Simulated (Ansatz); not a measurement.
ScPd3, space group Pm-3m: a comparison of norm-conserving and PAW potentials, run with Ansatz 0.2.0, Python API.

The script, `run_nc_paw.py`:
```python
"""Two kinds of potentials on ScPd3."""

from dataclasses import dataclass

import ansatz as az
import numpy as np


@dataclass
class Options:
    filling: str = "cold"
    sigma: float = 0.02
    tolerance: float = 1e-08


opts = Options()


def count_gap(report):
    # lowest empty less highest filled band, counting bands; zero where they overlap
    return max(report.get("gap_by_band_count_ev") or 0.0, 0.0)

crystal = (
    az.Lattice.from_parameters(3.982, 3.982, 3.982, alpha=90.0, beta=90.0, gamma=90.0)
    .atom("Sc", [0.0, 0.0, 0.0])
    .atom("Pd", [0.0, 0.5, 0.5])
    .atom("Pd", [0.5, 0.0, 0.5])
    .atom("Pd", [0.5, 0.5, 0.0])
)

job = (
    crystal.calculation()
    .functional(az.Functional.LDA)
    .kpoints(7, shift=0.5)
    .occupations(opts.filling, width=opts.sigma)
    .eigensolver("davidson")
    .scf(tolerance=opts.tolerance)
    .stress()
    .forces()
    .band_table()
)
variants = {
    "PAW": job.pseudopotentials("paw"),
    "norm-conserving": job.pseudopotentials("nc"),
}
# totals differ by the cores that each treatment holds, so compare what does not depend on them
rows = []
for label, variant in variants.items():
    r = variant.run(threads=1).report
    levels = np.array(r["eigenvalues_ev"][0]) - r["fermi_energy_ev"]
    print(label, "levels at the first k-point near E_F:", np.round(levels[np.abs(levels) < 5], 3))
    rows.append((label, r["n_electrons"], np.trace(r["stress_gpa"]) / 3, count_gap(r)))
for row in rows:
    print("; ".join(f"{name} = {round(v, 4) if isinstance(v, float) else v}" for name, v in zip(["treatment", "electrons in bands", "P GPa", "gap by band count eV"], row)))
```

How well do the two treatments of the cores agree on the pressure?

PAW gives -9.643 GPa and norm-conserving -9.791 GPa, 0.15 GPa apart. They took 4.5 and 17.5 s of processor time.

The run itself:

```console
$ python run_nc_paw.py
DeckWarning: basis.ecutwfc = 420 eV, auto-derived from the records' recommended cutoffs: set by Sc (normal level)
DeckWarning: output.stress: scf.convergence.dr2_threshold = 1e-8 eV is looser than the 4e-10 eV advised for a printed stress (1e-10 eV for each atom of the cell: 4). What an SCF threshold leaves in a stress goes as its square root, and in the free energy as [...]
PAW levels at the first k-point near E_F: [-4.793 -4.659 -4.659 -4.422 -4.396 -4.396 -2.332 -2.203 -2.203 -0.96
 -0.96  -0.42  -0.211 -0.211  0.058  2.457  2.629  2.629  3.264  3.264
  4.207  4.207]
DeckWarning: basis.ecutwfc = 1115.666836 eV, auto-derived from the records' recommended cutoffs: set by Pd (normal level)
norm-conserving levels at the first k-point near E_F: [-4.8   -4.666 -4.666 -4.429 -4.403 -4.403 -2.334 -2.205 -2.205 -0.959
 -0.959 -0.42  -0.211 -0.211  0.059  2.46   2.632  2.632  3.27   3.27
  4.212  4.212]
treatment = PAW; electrons in bands = 65.0; P GPa = -9.6427; gap by band count eV = 0.0
treatment = norm-conserving; electrons in bands = 65.0; P GPa = -9.7908; gap by band count eV = 0.0
```
(Warnings from the package without file and line, shortened.)

The settings weren't tested for convergence. The computed bands are complete only to about 3.4 eV above the Fermi level. For a metal this k-point mesh is coarse: on a finer one energies can move by several to tens of meV an atom and pressures by half a GPa or more, differences at one mesh by less. A gap by band count of zero or less means overlapping bands, a metal, and at an odd count of electrons it is no gap at all. At these settings the cell as given stands under about -10 GPa, so it isn't at this functional's equilibrium volume. The structure is a deposited one; some such entries were measured under pressure or heat, so a shift against it needn't be the functional's error alone. Levels are Kohn-Sham eigenvalues on this mesh, without spin-orbit coupling. Stress is positive in compression. It ran for 23 s on 1 thread of AMD EPYC 7R13 Processor (Zen 3), on a shared host, peak memory 0.52 GiB.

(A comment or docstring line of the script was reworded after the run, the code is as it ran; lines on the test bed's own set-up are left out of the output.)
